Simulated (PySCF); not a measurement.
# CH₅FGe: electronic excitations at several levels of theory, part 1 of 2

Aim: compute the electronic excitations of CH₅FGe (`F[CH2][GeH3]`) at several levels, and see how far they spread and what each costs.

Computed with PySCF 2.14.0, with density-fitted response routines of our own, on a single molecule in the gas phase. Atoms count from 0, in the outputs and in this text.

## 1. Starting geometry

8 atoms, charge 0, multiplicity 1; geometry from: PBE0-D3(BJ)/def2-SVP.

Bonds of the start (Å): F0–C1 1.38, C1–Ge2 1.97, C1–H3 1.10, C1–H4 1.10, Ge2–H5 1.54, Ge2–H6 1.54, Ge2–H7 1.54.

## 2. Ultraviolet spectrum: B3LYP/def2-SVPD

What the job is given:

```
{"job": {"kind": "uv", "xc": "B3LYP", "basis": "def2-SVPD", "ip": true}, "charge": 0, "multiplicity": 1}
F     -1.339825     1.088085     0.993695
C     -0.862623     0.138257     0.120161
Ge     1.107828     0.197837     0.096606
H     -1.212170    -0.858075     0.440600
H     -1.270967     0.331699    -0.886489
H      1.638778    -0.876989    -0.870760
H      1.572426     1.588118    -0.366261
H      1.635144    -0.073345     1.515013
```

Level: TDDFT B3LYP/def2-SVPD, vertical, gas phase, core orbitals frozen in the response.

On the command line:

```console
OMP_NUM_THREADS=1 python probes_run.py task.json out
```

The driver reads the jobs from task.json and runs them one after another.

The log of the run:

```text
coarse grid: 30256 points
cycle   1  E = -2217.5871167959  dE = -5.767e-01  |g| = 5.436e-01  |ddm| = 2.955e+00
cycle   2  E = -2217.5436018447  dE =  4.351e-02  |g| = 7.679e-01  |ddm| = 8.649e-01
cycle   3  E = -2217.6247942118  dE = -8.119e-02  |g| = 9.689e-02  |ddm| = 5.577e-01
cycle   4  E = -2217.6260795795  dE = -1.285e-03  |g| = 2.341e-02  |ddm| = 7.142e-02
cycle   5  E = -2217.6261485835  dE = -6.900e-05  |g| = 3.712e-03  |ddm| = 1.906e-02
cycle   6  E = -2217.6261509005  dE = -2.317e-06  |g| = 1.587e-03  |ddm| = 6.350e-03
final grid: 62712 points
cycle   7  E = -2217.6260875120  dE =  4.695e-07  |g| = 2.083e-03  |ddm| = 4.448e-03
cycle   8  E = -2217.6260866069  dE =  9.050e-07  |g| = 2.790e-03  |ddm| = 5.194e-03
cycle   9  E = -2217.6260886661  dE = -2.059e-06  |g| = 1.534e-04  |ddm| = 2.969e-03
cycle  10  E = -2217.6260886694  dE = -3.276e-09  |g| = 1.959e-05  |ddm| = 9.515e-05
cycle  11  E = -2217.6260886695  dE = -5.321e-11  |g| = 3.666e-06  |ddm| = 1.311e-05
converged SCF energy = -2217.6260886695

Static polarisability (au): isotropic 47.517, principal 44.325 45.663 52.562

Singlet excitations
state   eV       nm        f      main configurations
  1   7.4290    166.9   0.01289   H->L 0.96
  2   7.7719    159.5   0.04769   H->L+2 0.50, H->L+1 0.43
  3   8.1130    152.8   0.22674   H->L+1 0.49, H->L+2 0.44
  4   8.2779    149.8   0.01693   H-1->L 0.69, H->L+3 0.23
  5   8.4170    147.3   0.00702   H->L+3 0.74, H-1->L 0.21
  6   8.6096    144.0   0.09059   H-2->L 0.91
  7   8.6160    143.9   0.09201   H-1->L+1 0.89
  8   8.7412    141.8   0.00346   H->L+4 0.89
  9   8.8539    140.0   0.00089   H-1->L+2 0.87
 10   8.8891    139.5   0.05371   H-2->L+1 0.91

Triplet excitations (Tamm-Dancoff, eV): 7.0813 7.3082 7.3842 7.7867
Vertical ionisation energy (delta-SCF) = 10.9127 eV
```

Wall time 37 s (1 thread of Arm Neoverse V1, shared host); peak memory 0.54 GiB.

Frontier orbitals and where they lie:

```csv
orbital,eV,atoms
HOMO−3,-10.00,"F0 45 %, C1 17 %, Ge2 12 %"
HOMO−2,-9.52,"Ge2 42 %, H5 31 %, H7 11 %"
HOMO−1,-9.24,"Ge2 32 %, H6 19 %, H7 19 %"
HOMO,-8.35,"C1 31 %, F0 28 %, Ge2 22 %"
LUMO,0.01,"Ge2 46 %, C1 13 %, H5 10 %"
LUMO+1,0.33,"Ge2 32 %, C1 19 %, H6 14 %"
LUMO+2,0.69,"Ge2 39 %, F0 15 %, H5 15 %"
```

With each of the 10 states as a Gaussian band of 0.4 eV half-width at 1/e, the curve within the window shown has maxima at 150 nm (ε 13,000) L/(mol cm). Beyond the last state computed it falls off for lack of states. The curve at chosen wavelengths:

(nm, ε (L/mol/cm)): (135, 2242), (137, 4189), (139, 6592), (141, 8939), (142, 9930), (144, 11392), (146, 12253), (148, 12762), (150, 13004), (152, 12797), (153, 12451), (155, 11229), (157, 9453), (159, 7459), (161, 5579), (163, 4012), (164, 3367), (166, 2339), (168, 1601), (170, 1082), (172, 717), (174, 464), (175, 369), (177, 227), (179, 134), (181, 76)

Further results of this job:

```csv
property,computed
dipole moment (D),1.61
polarisability (Å³),7.04
HOMO–LUMO gap (eV),8.36
−ε(HOMO) (eV),8.35
```

## 3. TDDFT and polarisability: PBE0/def2-SVPD

Same as in step 2 but for these lines:

```diff
@@ -1,2 +1,2 @@
-{"job": {"kind": "uv", "xc": "B3LYP", "basis": "def2-SVPD", "ip": true}, "charge": 0, "multiplicity": 1}
+{"job": {"kind": "uv", "xc": "PBE0", "basis": "def2-SVPD", "ip": true}, "charge": 0, "multiplicity": 1}
 F     -1.339825     1.088085     0.993695
```

Method: TDDFT PBE0/def2-SVPD, vertical, gas phase, core orbitals frozen in the response.

The log of the run:

```text
coarse grid: 30256 points
cycle   1  E = -2217.1337909902  dE = -5.884e-01  |g| = 4.915e-01  |ddm| = 2.877e+00
cycle   2  E = -2217.1059304581  dE =  2.786e-02  |g| = 6.559e-01  |ddm| = 7.489e-01
cycle   3  E = -2217.1660724297  dE = -6.014e-02  |g| = 7.352e-02  |ddm| = 4.640e-01
cycle   4  E = -2217.1667988595  dE = -7.264e-04  |g| = 2.124e-02  |ddm| = 5.794e-02
cycle   5  E = -2217.1668543830  dE = -5.552e-05  |g| = 2.885e-03  |ddm| = 1.620e-02
cycle   6  E = -2217.1668557183  dE = -1.335e-06  |g| = 8.926e-04  |ddm| = 4.963e-03
final grid: 62712 points
cycle   7  E = -2217.1668095399  dE =  7.246e-08  |g| = 1.059e-03  |ddm| = 2.726e-03
cycle   8  E = -2217.1668094015  dE =  1.384e-07  |g| = 1.289e-03  |ddm| = 2.495e-03
cycle   9  E = -2217.1668098358  dE = -4.343e-07  |g| = 5.412e-05  |ddm| = 1.371e-03
cycle  10  E = -2217.1668098362  dE = -3.797e-10  |g| = 1.075e-05  |ddm| = 3.545e-05
converged SCF energy = -2217.1668098362

Static polarisability (au): isotropic 47.003, principal 43.895 45.175 51.941

Singlet excitations
state   eV       nm        f      main configurations
  1   7.6599    161.9   0.02165   H->L 0.93
  2   7.9474    156.0   0.02439   H->L+2 0.59, H->L+1 0.32
  3   8.3515    148.5   0.25550   H->L+1 0.59, H->L+2 0.33
  4   8.4566    146.6   0.01515   H-1->L 0.66, H->L+3 0.23, H-1->L+1 0.08
  5   8.6055    144.1   0.00706   H->L+3 0.73, H-1->L 0.21
  6   8.7890    141.1   0.08738   H-2->L 0.90
  7   8.8137    140.7   0.10882   H-1->L+1 0.85, H-1->L 0.10
  8   8.9416    138.7   0.00236   H->L+4 0.90
  9   9.0112    137.6   0.00013   H-1->L+2 0.84
 10   9.0910    136.4   0.06550   H-2->L+1 0.89

Triplet excitations (Tamm-Dancoff, eV): 7.2002 7.4110 7.5896 7.8580
Vertical ionisation energy (delta-SCF) = 10.8921 eV
```

It took 28 s on 1 thread of Arm Neoverse V1, shared host; peak memory 0.54 GiB.

This run: HOMO -8.57 eV, LUMO 0.30 eV; lowest singlet 7.66 eV.

## 4. TDDFT and polarisability: BHandHLYP/def2-SVPD

Same as in step 3 but for these lines:

```diff
@@ -1,2 +1,2 @@
-{"job": {"kind": "uv", "xc": "PBE0", "basis": "def2-SVPD", "ip": true}, "charge": 0, "multiplicity": 1}
+{"job": {"kind": "uv", "xc": "BHandHLYP", "basis": "def2-SVPD", "ip": true}, "charge": 0, "multiplicity": 1}
 F     -1.339825     1.088085     0.993695
```

Level: TDDFT BHandHLYP/def2-SVPD, vertical, gas phase, core orbitals frozen in the response.

The log of the run:

```text
coarse grid: 30256 points
cycle   1  E = -2217.4498314358  dE = -6.047e-01  |g| = 4.725e-01  |ddm| = 2.836e+00
cycle   2  E = -2217.4496105907  dE =  2.208e-04  |g| = 5.069e-01  |ddm| = 6.522e-01
cycle   3  E = -2217.4872104202  dE = -3.760e-02  |g| = 4.122e-02  |ddm| = 3.413e-01
cycle   4  E = -2217.4874567091  dE = -2.463e-04  |g| = 2.054e-02  |ddm| = 6.065e-02
cycle   5  E = -2217.4875063719  dE = -4.966e-05  |g| = 2.768e-03  |ddm| = 1.523e-02
cycle   6  E = -2217.4875076436  dE = -1.272e-06  |g| = 3.175e-04  |ddm| = 4.409e-03
final grid: 62712 points
cycle   7  E = -2217.4874629812  dE = -3.399e-08  |g| = 2.163e-04  |ddm| = 1.256e-03
cycle   8  E = -2217.4874629854  dE = -4.204e-09  |g| = 1.877e-04  |ddm| = 4.303e-04
cycle   9  E = -2217.4874629939  dE = -8.454e-09  |g| = 1.107e-05  |ddm| = 1.897e-04
cycle  10  E = -2217.4874629939  dE = -7.003e-11  |g| = 6.620e-06  |ddm| = 2.499e-05
converged SCF energy = -2217.4874629939

Static polarisability (au): isotropic 45.565, principal 42.777 43.942 49.976

Singlet excitations
state   eV       nm        f      main configurations
  1   8.1626    151.9   0.04951   H->L 0.66, H->L+1 0.22
  2   8.4148    147.3   0.00297   H->L+2 0.67, H->L 0.20
  3   8.9241    138.9   0.33266   H->L+1 0.67, H->L 0.12, H->L+2 0.11
  4   8.9462    138.6   0.03403   H-1->L 0.59, H-1->L+1 0.19, H->L+3 0.12
  5   9.1595    135.4   0.03304   H->L+3 0.72, H-1->L 0.21
  6   9.1919    134.9   0.10947   H-2->L 0.81
  7   9.2548    134.0   0.12078   H-1->L+1 0.68, H-1->L 0.13, H->L+3 0.10
  8   9.4736    130.9   0.09075   H-2->L+1 0.79, H-2->L 0.11
  9   9.5186    130.3   0.00331   H->L+4 0.85
 10   9.5456    129.9   0.00093   H-1->L+2 0.62, H-2->L+3 0.24

Triplet excitations (Tamm-Dancoff, eV): 7.6187 7.8169 8.1067 8.1676
Vertical ionisation energy (delta-SCF) = 11.0566 eV
```

It took 30 s on 1 thread of Arm Neoverse V1, shared host; peak memory 0.54 GiB.

This run: HOMO -9.91 eV, LUMO 0.79 eV; lowest singlet 8.16 eV.

## 5. TDDFT and polarisability: CAM-B3LYP/def2-SVPD

Same as in step 4 but for these lines:

```diff
@@ -1,2 +1,2 @@
-{"job": {"kind": "uv", "xc": "BHandHLYP", "basis": "def2-SVPD", "ip": true}, "charge": 0, "multiplicity": 1}
+{"job": {"kind": "uv", "xc": "CAM-B3LYP", "basis": "def2-SVPD", "ip": true}, "charge": 0, "multiplicity": 1}
 F     -1.339825     1.088085     0.993695
```

With the program's defaults for keys left out, this is: TDDFT CAM-B3LYP/def2-SVPD, vertical, gas phase, core orbitals frozen in the response.

The log of the run:

```text
coarse grid: 30256 points
cycle   1  E = -2217.6038111058  dE = -5.951e-01  |g| = 5.453e-01  |ddm| = 2.890e+00
cycle   2  E = -2217.5905780964  dE =  1.323e-02  |g| = 6.479e-01  |ddm| = 7.535e-01
cycle   3  E = -2217.6469577367  dE = -5.638e-02  |g| = 5.816e-02  |ddm| = 4.177e-01
cycle   4  E = -2217.6473829439  dE = -4.252e-04  |g| = 2.445e-02  |ddm| = 6.325e-02
cycle   5  E = -2217.6474569373  dE = -7.399e-05  |g| = 2.820e-03  |ddm| = 1.911e-02
cycle   6  E = -2217.6474585699  dE = -1.633e-06  |g| = 5.158e-04  |ddm| = 6.598e-03
final grid: 62712 points
cycle   7  E = -2217.6474031237  dE = -3.412e-08  |g| = 4.466e-04  |ddm| = 1.506e-03
cycle   8  E = -2217.6474031299  dE = -6.167e-09  |g| = 4.291e-04  |ddm| = 9.078e-04
cycle   9  E = -2217.6474031729  dE = -4.300e-08  |g| = 1.800e-05  |ddm| = 4.180e-04
cycle  10  E = -2217.6474031730  dE = -6.639e-11  |g| = 8.911e-06  |ddm| = 2.648e-05
converged SCF energy = -2217.6474031730

Static polarisability (au): isotropic 46.814, principal 43.858 45.142 51.443

Singlet excitations
state   eV       nm        f      main configurations
  1   7.7880    159.2   0.03277   H->L 0.66, H->L+1 0.24
  2   8.0757    153.5   0.00617   H->L+2 0.67, H->L 0.20
  3   8.6211    143.8   0.29209   H->L+1 0.61, H->L+2 0.15, H->L 0.12
  4   8.6344    143.6   0.02722   H-1->L 0.53, H-1->L+1 0.23, H->L+3 0.15
  5   8.8172    140.6   0.01029   H->L+3 0.76, H-1->L 0.17
  6   8.9166    139.0   0.09932   H-2->L 0.79
  7   8.9293    138.9   0.12868   H-1->L+1 0.63, H-1->L 0.24
  8   9.1432    135.6   0.00732   H->L+4 0.83
  9   9.1656    135.3   0.07545   H-2->L+1 0.71, H-2->L 0.12
 10   9.1951    134.8   0.00077   H-1->L+2 0.63, H-2->L+3 0.12

Triplet excitations (Tamm-Dancoff, eV): 7.3354 7.5713 7.8223 7.9977
Vertical ionisation energy (delta-SCF) = 11.0331 eV
```

It took 37 s on 1 thread of Arm Neoverse V1, shared host; peak memory 0.56 GiB.

This run: HOMO -9.97 eV, LUMO 0.92 eV; lowest singlet 7.79 eV.

## 6. TDDFT and polarisability: wB97X-D/def2-SVPD

Same as in step 5 but for these lines:

```diff
@@ -1,2 +1,2 @@
-{"job": {"kind": "uv", "xc": "CAM-B3LYP", "basis": "def2-SVPD", "ip": true}, "charge": 0, "multiplicity": 1}
+{"job": {"kind": "uv", "xc": "wB97X-D", "basis": "def2-SVPD", "ip": true}, "charge": 0, "multiplicity": 1}
 F     -1.339825     1.088085     0.993695
```

Level: TDDFT wB97X-D/def2-SVPD, vertical, gas phase, core orbitals frozen in the response.

The log of the run:

```text
coarse grid: 30256 points
cycle   1  E = -2217.5548371542  dE = -6.128e-01  |g| = 5.366e-01  |ddm| = 2.847e+00
cycle   2  E = -2217.5510331512  dE =  3.804e-03  |g| = 6.013e-01  |ddm| = 7.360e-01
cycle   3  E = -2217.6007072936  dE = -4.967e-02  |g| = 4.451e-02  |ddm| = 3.936e-01
cycle   4  E = -2217.6009876318  dE = -2.803e-04  |g| = 2.278e-02  |ddm| = 7.721e-02
cycle   5  E = -2217.6010548449  dE = -6.721e-05  |g| = 3.445e-03  |ddm| = 2.501e-02
cycle   6  E = -2217.6010576695  dE = -2.825e-06  |g| = 5.896e-04  |ddm| = 1.111e-02
final grid: 62712 points
cycle   7  E = -2217.6006630120  dE = -8.343e-07  |g| = 6.600e-04  |ddm| = 4.378e-03
cycle   8  E = -2217.6006630490  dE = -3.699e-08  |g| = 6.143e-04  |ddm| = 1.220e-03
cycle   9  E = -2217.6006631092  dE = -6.017e-08  |g| = 6.571e-05  |ddm| = 4.503e-04
cycle  10  E = -2217.6006631104  dE = -1.210e-09  |g| = 3.949e-05  |ddm| = 1.414e-04
cycle  11  E = -2217.6006631108  dE = -4.452e-10  |g| = 7.327e-06  |ddm| = 6.448e-05
converged SCF energy = -2217.6006631108

Static polarisability (au): isotropic 46.673, principal 43.774 45.006 51.238

Singlet excitations
state   eV       nm        f      main configurations
  1   8.0109    154.8   0.03816   H->L 0.52, H->L+1 0.34, H->L+2 0.09
  2   8.2023    151.2   0.00318   H->L+2 0.66, H->L 0.25
  3   8.7559    141.6   0.02261   H-1->L 0.33, H-1->L+1 0.29, H->L+3 0.29
  4   8.7849    141.1   0.32164   H->L+1 0.56, H->L 0.20, H->L+2 0.12
  5   8.9400    138.7   0.02195   H->L+3 0.62, H-1->L 0.26
  6   9.0276    137.3   0.13418   H-1->L+1 0.50, H-1->L 0.32
  7   9.0341    137.2   0.11016   H-2->L 0.70, H-2->L+1 0.13
  8   9.2488    134.1   0.08376   H-2->L+1 0.61, H-2->L 0.20
  9   9.2759    133.7   0.00050   H-1->L+2 0.66, H-2->L+3 0.18
 10   9.3126    133.1   0.01105   H->L+4 0.79

Triplet excitations (Tamm-Dancoff, eV): 7.5696 7.7514 8.0778 8.3220
Vertical ionisation energy (delta-SCF) = 10.9632 eV
```

Wall time 37 s (1 thread of Arm Neoverse V1, shared host); peak memory 0.56 GiB.

Key values: HOMO -10.44 eV, LUMO 1.83 eV; lowest singlet 8.01 eV.

(Continued in part 2 of 2.)
